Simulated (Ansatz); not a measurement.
# C5H8N2: a ladder of functionals and wavefunction methods

One table from this session's results is given with a row withheld; the runs are named, their logs left out.

Program: Ansatz 0.2.0, Gaussian basis. Level of theory: functionals in def2-TZVPP, the program's frozen cores in correlated methods. These are calculated values, not measurements.

The runs, in order: LDA (SPW92), PBE-D4, revPBE-D4, BLYP-D4, r2SCAN-D4, B97M-V, PBE0-D4, B3LYP-D4, r2SCANh-D4, r2SCAN0-D4, HSE06-D4, BHLYP-D4, CAM-B3LYP-D4, LC-ωPBE, ωB97X-V, ωB97M-V, B2PLYP, PBE-QIDH; CCSD(T)/def2-SVP; CCSD(T)/def2-TZVPP; MP2/def2-QZVPP; extrapolation to the limit; RPA on PBE.

## The geometry

The geometry comes from an earlier relaxation with PBE0-D4 in a triple-zeta def2 set; it is a stationary point, not always the lowest conformer.

15 atoms, charge 0, spin multiplicity 1.

Atoms are counted from 1 here; the program's logs count them from 0.

Bond lengths: C1–C2 1.526 Å, C1–H8 1.093 Å, C1–H9 1.091 Å, C1–H10 1.092 Å, C2–C3 1.487 Å, C2–H11 1.091 Å, C2–H12 1.095 Å, C3–N4 1.311 Å, C3–N7 1.359 Å, N4–C5 1.368 Å, C5–C6 1.363 Å, C5–H13 1.079 Å, C6–N7 1.371 Å, C6–H14 1.077 Å, N7–H15 1.005 Å. Angles: C2–C1–H8 111.4°, C2–C1–H9 110.4°, C2–C1–H10 110.9°, H8–C1–H9 107.8°, H8–C1–H10 107.9°, H9–C1–H10 108.3°, C1–C2–C3 112.8°, C1–C2–H11 109.9°, C1–C2–H12 110.0°, C3–C2–H11 107.1°, C3–C2–H12 109.8°, H11–C2–H12 107.0°, C2–C3–N4 125.9°, C2–C3–N7 123.4°, N4–C3–N7 110.7°, C3–N4–C5 106.0°, N4–C5–C6 110.5°, N4–C5–H13 121.6° and more.

Geometry (Å):

```xyz
15
C5H8N2
C     0.22954   -0.85535    1.99540
C     0.69093   -1.10271    0.56177
C     0.28576   -0.01709   -0.36944
N     1.00257    1.03432   -0.68289
C     0.22164    1.78876   -1.51509
C    -0.98675    1.18832   -1.71066
N    -0.93165    0.03547   -0.97136
H    -0.86006   -0.80023    2.05990
H     0.63394    0.08783    2.36692
H     0.56516   -1.65733    2.65662
H     1.77996   -1.16519    0.52803
H     0.30431   -2.06288    0.20380
H     0.57373    2.71971   -1.93181
H    -1.85017    1.45984   -2.29469
H    -1.65891   -0.65348   -0.89650
```

Set-up of the first run:

The input, in.yaml:

```yaml
crystal:
  periodic: [false, false, false]
  atoms:
    - {symbol: C, position_ang: [0.229538, -0.855348, 1.995396]}
    - {symbol: C, position_ang: [0.690934, -1.102707, 0.561772]}
    - {symbol: C, position_ang: [0.285756, -0.017087, -0.369437]}
    - {symbol: N, position_ang: [1.002571, 1.034323, -0.682890]}
    - {symbol: C, position_ang: [0.221640, 1.788763, -1.515092]}
    - {symbol: C, position_ang: [-0.986748, 1.188316, -1.710664]}
    - {symbol: N, position_ang: [-0.931652, 0.035475, -0.971359]}
    - {symbol: H, position_ang: [-0.860058, -0.800230, 2.059895]}
    - {symbol: H, position_ang: [0.633937, 0.087829, 2.366924]}
    - {symbol: H, position_ang: [0.565164, -1.657328, 2.656620]}
    - {symbol: H, position_ang: [1.779962, -1.165188, 0.528032]}
    - {symbol: H, position_ang: [0.304313, -2.062881, 0.203800]}
    - {symbol: H, position_ang: [0.573728, 2.719707, -1.931811]}
    - {symbol: H, position_ang: [-1.850175, 1.459842, -2.294686]}
    - {symbol: H, position_ang: [-1.658908, -0.653475, -0.896501]}
basis:
  gaussian: {orbitals: def2-TZVPP}
hamiltonian: {xc: lda}
output: {orbitals: {seedname: orbitals}}
```

Run with:

```
> ansatz run in.yaml --threads 2 --pin off --events-out ev --progress --plain --max-ram 32768MiB --backend cuda --devices 0, --max-vram 18GiB
```

Among the steps run: LDA; PBE-D4 (GGA); revPBE-D4 (GGA); BLYP-D4 (GGA); r2SCAN-D4 (meta-GGA); B97M-V (meta-GGA); PBE0-D4 (hybrid); B3LYP-D4 (hybrid); r2SCANh-D4 (hybrid); r2SCAN0-D4 (hybrid); HSE06-D4 (hybrid); BHLYP-D4 (hybrid); CAM-B3LYP-D4 (range-separated); LC-ωPBE (range-separated); ωB97X-V (range-separated); ωB97M-V (range-separated); B2PLYP (double hybrid); PBE-QIDH (double hybrid).

One of the session's tables, all rows but one given; the rest of the session is left out.

It belongs to the step «Orbital energies across the functionals». 

```
  functional  HOMO (eV)  LUMO (eV)  gap (eV)
 LDA (SPW92)      -5.57      -0.46      5.10
      PBE-D4      -5.35      -0.25      5.10
   revPBE-D4      -5.27      -0.17      5.10
     BLYP-D4      -5.20      -0.19      5.01
   r2SCAN-D4          ?          ?         ?
      B97M-V      -5.46      -0.01      5.45
     PBE0-D4      -6.36       0.66      7.02
    B3LYP-D4      -6.17       0.35      6.51
  r2SCANh-D4      -5.88       0.39      6.27
  r2SCAN0-D4      -6.46       0.92      7.38
    HSE06-D4      -5.96       0.29      6.25
    BHLYP-D4      -7.21       1.31      8.52
CAM-B3LYP-D4      -7.64       1.46      9.10
     LC-ωPBE      -8.97       2.74     11.71
     ωB97X-V      -8.59       2.55     11.15
     ωB97M-V      -8.52       2.08     10.59
```

**Question.** Estimate the row for r2SCAN-D4.

Worked estimate for «HOMO (eV)». Against the share of exact exchange, r2SCANh-D4 (0.1, -5.88), r2SCAN0-D4 (0.25, -6.46) give a slope of -3.87 per unit share; at 0 the line stands at -5.49.

The run gave: HOMO (eV): -5.49; LUMO (eV): 0.03; gap (eV): 5.52. In «HOMO (eV)» the line misses by 0.00.
